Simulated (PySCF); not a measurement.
**[Pb(NC)]+: other functionals and bases at one geometry**

One table from this session's results is given with a row withheld; the runs are named, their logs left out.

Computed with PySCF 2.14.0. Level: several levels, as the steps say, no spin–orbit coupling.

4 further runs of the same task are left out: 2 for a known fault of the program, 1 that didn't finish, 1 set aside as unsound or not needed.

## Starting geometry

3 atoms, charge 1, spin multiplicity 1.

Bond lengths: Pb1–N2 2.124 Å, N2–C3 1.202 Å. Angles: Pb1–N2–C3 180.0°.

As a file:

```
Pb    0.0000    0.0000   -0.1975
N     0.0000    0.0000    1.9267
C     0.0000    0.0000    3.1285
```

Formal oxidation states: Pb +2. An earlier session relaxed this geometry at r2SCAN, Pb def2-SVP with ECP60, N def2-SVP, C def2-SVP (singlet, point group C∞v).

At r2SCAN on the finer grid: E = -285.370312 Eh, HOMO -11.88 eV, LUMO -9.82 eV, Mulliken charge on Pb1 +1.32 e, largest force component 0.019 eV/Å. 

Levels to run: BP86; BLYP; PBE0; M06-L; r2SCAN, TZVP; r2SCAN, x2c-SVP. Hardware: 2 threads of Intel Xeon Platinum 8259CL at 2.50GHz (Skylake/Cascade Lake), shared host.

The first run:

Input file run.py (the lines that set the calculation):

```python
mol = gto.M(atom='''
Pb     0.00000     0.00000    -0.19746
N      0.00000     0.00000     1.92673
C      0.00000     0.00000     3.12851''',
    basis={'Pb': 'def2-SVP', 'N': 'def2-SVP', 'C': 'def2-SVP'},
    ecp={'Pb': 'def2-SVP'},
    charge=1, spin=0)
mf = dft.RKS(mol, xc='B88,P86')
mf.grids.atom_grid = (75, 302)
mf = mf.density_fit()  # fitting sets: Pb def2-universal-JKFIT, N def2-universal-JKFIT, C def2-universal-JKFIT
mf.conv_tol = 1e-08; mf.max_cycle = 55
mf.kernel(dm0)  # dm0: the density of the relaxed state
```

Run with:

```sh
$ OMP_NUM_THREADS=2 python run.py
```

Steps of the session up to this table: BP86; BLYP; PBE0; M06-L; r2SCAN, TZVP; r2SCAN, x2c-SVP.

One table of the session follows, with a row left open; its other results are not shown here.

```
                level  HOMO (eV)  gap (eV)  charge on Pb1 (e)  dipole (D)  largest force component (eV/Å)
r2SCAN (relaxed here)     -11.88      2.06               1.32        4.04                            0.02
                 BP86     -11.69      1.53               1.25        3.79                            1.00
                 BLYP     -11.47      1.46               1.23        3.70                            0.99
                 PBE0     -12.99      3.71               1.33        4.19                            0.48
                M06-L     -11.67      2.06               1.36        4.34                            0.43
         r2SCAN, TZVP          ?         ?                  ?           ?                               ?
      r2SCAN, x2c-SVP     -11.89      2.04               1.34        4.06                            0.34
```

Estimate the missing values for r2SCAN, TZVP.

**Answer.** HOMO (eV): -12.01; gap (eV): 2.20; charge on Pb1 (e): 1.34; dipole (D): 4.03; largest force component (eV/Å): 0.81. In the column «HOMO (eV)» it lies between PBE0 (-12.99) and r2SCAN, x2c-SVP (-11.89).

The dipole of a charged species depends on the origin, so these sizes hold for this origin alone.

In one basis the HOMO–LUMO gap runs from 1.46 eV (BLYP) to 3.71 eV (PBE0). The largest leftover force, 1.00 eV/Å with BP86, stands at a geometry relaxed at another level. Total energies of different levels can't be compared.
